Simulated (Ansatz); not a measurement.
# CH5ClN2Si: one species, many methods

The task here is to estimate one member of a computed series from the others.

Method: functionals in def2-TZVPP, the program's frozen cores in correlated methods; program: Ansatz 0.2.0, Gaussian basis.

Levels to be run: PBE-D4, r2SCAN-D4, PBE0-D4, B3LYP-D4, ωB97X-V, ωB97M-V, B2PLYP; CCSD(T)/def2-TZVPP; MP2/def2-QZVPP; extrapolation to the limit.

## The relaxed structure

An earlier PBE0-D4 in a triple-zeta def2 set relaxation fixed the geometry.

SMILES `N=C(N)[SiH2]Cl`, 10 atoms, charge 0, spin multiplicity 1.

Atoms are counted from 1 here; the program's logs count them from 0.

Bond lengths: N1–C2 1.277 Å, N1–H6 1.022 Å, C2–N3 1.354 Å, C2–Si4 1.883 Å, N3–H7 1.004 Å, N3–H8 1.006 Å, Si4–Cl5 2.074 Å, Si4–H9 1.477 Å, Si4–H10 1.477 Å. Angles: C2–N1–H6 113.8°, N1–C2–N3 129.2°, N1–C2–Si4 109.4°, N3–C2–Si4 121.4°, C2–N3–H7 120.3°, C2–N3–H8 121.2°, H7–N3–H8 118.3°, C2–Si4–Cl5 109.1°, C2–Si4–H9 110.2°, C2–Si4–H10 110.2°, Cl5–Si4–H9 107.7°, Cl5–Si4–H10 107.6°, H9–Si4–H10 111.9°.

The first run:

The input, in.yaml:

```yaml
crystal:
  periodic: [false, false, false]
  atoms:
    - {symbol: N, position_ang: [-1.420694, -0.137425, 0.929830]}
    - {symbol: C, position_ang: [-0.239415, 0.026788, 0.473158]}
    - {symbol: N, position_ang: [0.891689, 0.377711, 1.130474]}
    - {symbol: Si, position_ang: [-0.232343, -0.316522, -1.378645]}
    - {symbol: Cl, position_ang: [1.683024, -0.017825, -2.116113]}
    - {symbol: H, position_ang: [-1.501115, 0.028367, 1.935262]}
    - {symbol: H, position_ang: [1.752430, 0.500499, 0.627551]}
    - {symbol: H, position_ang: [0.879680, 0.585722, 2.114853]}
    - {symbol: H, position_ang: [-1.132285, 0.624978, -2.074540]}
    - {symbol: H, position_ang: [-0.597872, -1.723596, -1.638931]}
basis:
  gaussian: {orbitals: def2-TZVPP}
hamiltonian: {xc: pbe, dispersion: d4}
output: {forces: true, orbitals: {seedname: orbitals}}
```

The run is started by

```sh
$ ansatz run in.yaml --threads 4 --pin off --events-out ev --progress --plain --max-ram 10444MiB
```

Steps of the session up to this table: PBE-D4 (GGA); r2SCAN-D4 (meta-GGA); PBE0-D4 (hybrid); B3LYP-D4 (hybrid); ωB97X-V (range-separated); ωB97M-V (range-separated); B2PLYP (double hybrid); CCSD(T) in def2-TZVPP; MP2 in def2-QZVPP.

One of the session's tables, all rows but one given; the rest of the session is left out.

| method | atomisation energy (eV) |
| --- | --- |
| PBE-D4 | 37.842 |
| r2SCAN-D4 | 36.741 |
| PBE0-D4 | 36.880 |
| B3LYP-D4 | 36.914 |
| ωB97X-V | 37.029 |
| ωB97M-V | 36.999 |
| B2PLYP | 36.349 |
| HF/def2-TZVPP | ? |
| MP2/def2-TZVPP | 36.107 |
| CCSD/def2-TZVPP | 34.702 |
| CCSD(T)/def2-TZVPP | 35.412 |
| MP2/CBS | 37.388 |
| CCSD(T)/CBS | 36.693 |

**Question.** Estimate the row for HF/def2-TZVPP.

As computed: atomisation energy (eV): 24.904. In the column «atomisation energy (eV)» it is the lowest.
